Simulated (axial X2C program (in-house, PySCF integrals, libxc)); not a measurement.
# ZrOH: bond lengths and stretches, held linear

The task here is to estimate one member of a computed series from the others.

The runs use an in-house X2C program for linear molecules on PySCF integrals; all-electron X2C, two-component (2c) or spin-free, Zr dyall-v3z, O dyall-av3z, H dyall-v3z.

All values are calculated.

2 further runs of the same task are left out: 2 set aside as unsound or not needed.

The first run:

task.json reads:

```json
{"zs": [40, 8, 1], "q": 0, "bas": ["dyall-v3z", "dyall-av3z", "dyall-v3z"], "r0": [2.17, 0.96], "symm": 0, "scan": ["PBE0", "HF", "PBE"], "levels": ["PBE0", "HF", "LDA"], "nst": 2}
```

Keys: zs atomic numbers; q charge; bas basis sets; r0 starting distance in Å; symm equal bonds; scan levels of the two-bond scan (MP2 follows by itself at each HF point); levels methods; nst determinants followed.

The run is started by

```console
python solin.py task.json out
```

Masses Zr 89.905, O 15.995, H 1.008 u.

Among the steps run: Scan at PBE0, 2c; Scan at HF, 2c; Scan at PBE, 2c.

One table of the session follows, with a row left open; its other results are not shown here.

| level | r(Zr–O) (Å) | r(O–H) (Å) | lower stretch (cm⁻¹) | upper stretch (cm⁻¹) |
| --- | --- | --- | --- | --- |
| PBE0, 2c | ? | ? | ? | ? |
| HF, 2c | 1.932 | 0.933 | 677.1 | 4246.0 |
| PBE, 2c | 1.894 | 0.963 | 698.3 | 3858.6 |
| MP2, 2c | 1.901 | 0.957 | 701.9 | 3949.5 |
| PBE0, spin-free | 1.890 | 0.952 | 708.9 | 4003.5 |
| HF, spin-free | 1.933 | 0.933 | 676.9 | 4245.8 |
| PBE, spin-free | 1.895 | 0.963 | 698.1 | 3858.0 |
| MP2, spin-free | 1.901 | 0.957 | 702.0 | 3949.2 |

**Question.** Estimate the row for PBE0, 2c.

As computed: r(Zr–O) (Å): 1.890; r(O–H) (Å): 0.952; lower stretch (cm⁻¹): 709.1; upper stretch (cm⁻¹): 4004.1.

Scans not shown above were run alike.

MP2 freezes inner shells (threshold -2 hartree). The molecule was held linear; bending was not examined, so a bent shape may lie lower. Note: several unpaired electrons, one determinant need not be a pure state.
